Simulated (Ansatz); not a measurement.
# C7H6O2: ionisation energy by level of theory

An exercise on one series of results from a longer session: the logs are not shown, and one member is left open.

The runs use Ansatz 0.2.0, Gaussian basis; unrestricted cation, the program's frozen cores in correlated methods.

The runs, in order: UKS PBE-D4/def2-TZVPP; UKS r2SCAN-D4/def2-TZVPP; UKS PBE0-D4/def2-TZVPP; UKS B3LYP-D4/def2-TZVPP; UKS wB97X-V/def2-TZVPP; UKS wB97M-V/def2-TZVPP; UKS B2PLYP/def2-TZVPP; UHF-CCSD(T)/def2-TZVPP; UHF-MP2/def2-QZVPP; extrapolation to the limit; then −ε(HOMO) from the neutral's earlier runs with LDA (SPW92), PBE-D4, revPBE-D4, BLYP-D4, r2SCAN-D4, B97M-V, PBE0-D4, B3LYP-D4, r2SCANh-D4, r2SCAN0-D4, HSE06-D4, BHLYP-D4, CAM-B3LYP-D4, LC-ωPBE, ωB97X-V, ωB97M-V.

## The geometry

All runs share one geometry, relaxed beforehand with PBE0-D4 in a triple-zeta def2 set.

SMILES `O=C(O)c1ccccc1`, 15 atoms, charge 0, spin multiplicity 1.

Atoms are counted from 1 here; the program's logs count them from 0.

Bond lengths: O1–C2 1.204 Å, C2–O3 1.345 Å, C2–C4 1.480 Å, O3–H10 0.967 Å, C4–C5 1.392 Å, C4–C9 1.392 Å, C5–C6 1.385 Å, C5–H11 1.082 Å, C6–C7 1.388 Å, C6–H12 1.084 Å, C7–C8 1.389 Å, C7–H13 1.084 Å, C8–C9 1.383 Å, C8–H14 1.084 Å, C9–H15 1.083 Å. Angles: O1–C2–O3 122.1°, O1–C2–C4 124.8°, O3–C2–C4 113.1°, C2–O3–H10 106.0°, C2–C4–C5 122.1°, C2–C4–C9 117.9°, C5–C4–C9 120.1°, C4–C5–C6 119.8°, C4–C5–H11 119.6°, C6–C5–H11 120.6°, C5–C6–C7 120.1°, C5–C6–H12 119.9°, C7–C6–H12 120.1°, C6–C7–C8 120.2°, C6–C7–H13 119.9°, C8–C7–H13 119.9°, C7–C8–C9 119.9°, C7–C8–H14 120.1° and more.

As a file:

```xyz
15

O     2.5510   -0.8389    1.2420
C     2.0419   -0.1748    0.3766
O     2.7709    0.5618   -0.4810
C     0.5852   -0.0741    0.1363
C     0.0569    0.7121   -0.8835
C    -1.3146    0.7716   -1.0660
C    -2.1583    0.0493   -0.2341
C    -1.6321   -0.7353    0.7836
C    -0.2629   -0.7975    0.9692
H     3.6952    0.4221   -0.2344
H     0.7226    1.2719   -1.5274
H    -1.7275    1.3832   -1.8596
H    -3.2316    0.0979   -0.3795
H    -2.2926   -1.2986    1.4323
H     0.1740   -1.4014    1.7551
```

Set-up of the first run:

The input, in.yaml:

```yaml
crystal:
  periodic: [false, false, false]
  atoms:
    - {symbol: O, position_ang: [2.551025, -0.838918, 1.241975]}
    - {symbol: C, position_ang: [2.041903, -0.174799, 0.376581]}
    - {symbol: O, position_ang: [2.770914, 0.561806, -0.481008]}
    - {symbol: C, position_ang: [0.585214, -0.074082, 0.136293]}
    - {symbol: C, position_ang: [0.056881, 0.712068, -0.883505]}
    - {symbol: C, position_ang: [-1.314595, 0.771565, -1.066006]}
    - {symbol: C, position_ang: [-2.158325, 0.049315, -0.234150]}
    - {symbol: C, position_ang: [-1.632146, -0.735259, 0.783587]}
    - {symbol: C, position_ang: [-0.262934, -0.797491, 0.969219]}
    - {symbol: H, position_ang: [3.695198, 0.422086, -0.234427]}
    - {symbol: H, position_ang: [0.722639, 1.271904, -1.527358]}
    - {symbol: H, position_ang: [-1.727512, 1.383172, -1.859593]}
    - {symbol: H, position_ang: [-3.231583, 0.097938, -0.379525]}
    - {symbol: H, position_ang: [-2.292565, -1.298597, 1.432260]}
    - {symbol: H, position_ang: [0.173986, -1.401410, 1.755057]}
basis:
  gaussian: {orbitals: def2-TZVPP}
total_charge: 1
magnetization: {spin_polarized: true, initial_magnetization: 1}
hamiltonian: {xc: pbe, dispersion: d4}
```

Command:

```
> ansatz run in.yaml --threads 2 --pin off --events-out ev --progress --plain --max-ram 32768MiB --backend cuda --devices 0, --max-vram 18GiB
```

Steps of the session up to this table: Cation, UKS PBE-D4/def2-TZVPP; Cation, UKS r2SCAN-D4/def2-TZVPP; Cation, UKS PBE0-D4/def2-TZVPP; Cation, UKS B3LYP-D4/def2-TZVPP; Cation, UKS wB97X-V/def2-TZVPP; Cation, UKS wB97M-V/def2-TZVPP; Cation, UKS B2PLYP (frozen core)/def2-TZVPP; Cation, UHF-CCSD(T)/def2-TZVPP; Cation, UHF-MP2/def2-QZVPP.

One of the session's tables, all rows but one given; the rest of the session is left out.

It belongs to the step «Ionisation energies side by side». For comparison, −ε(HOMO) of the neutral from earlier runs:

```
  functional  −ε(HOMO) (eV)
 LDA (SPW92)           6.72
      PBE-D4           6.48
   revPBE-D4           6.39
     BLYP-D4           6.38
   r2SCAN-D4           6.81
      B97M-V           6.79
     PBE0-D4           7.66
    B3LYP-D4           7.44
  r2SCANh-D4              ?
  r2SCAN0-D4           7.80
    HSE06-D4           7.27
    BHLYP-D4           8.46
CAM-B3LYP-D4           8.87
     LC-ωPBE          10.17
     ωB97X-V           9.82
     ωB97M-V           9.74
```

Q: Estimate the row for r2SCANh-D4 from the others.

Worked estimate for «−ε(HOMO) (eV)». Against the share of exact exchange, r2SCAN-D4 (0, 6.81), r2SCAN0-D4 (0.25, 7.80) give a slope of 3.96 per unit share; at 0.1 the line stands at 7.21.

The run gave: −ε(HOMO) (eV): 7.23. In «−ε(HOMO) (eV)» the line misses by -0.02.

To keep in mind: The cation may have settled in a state other than its lowest; no search over hole states beyond the program's own was made.
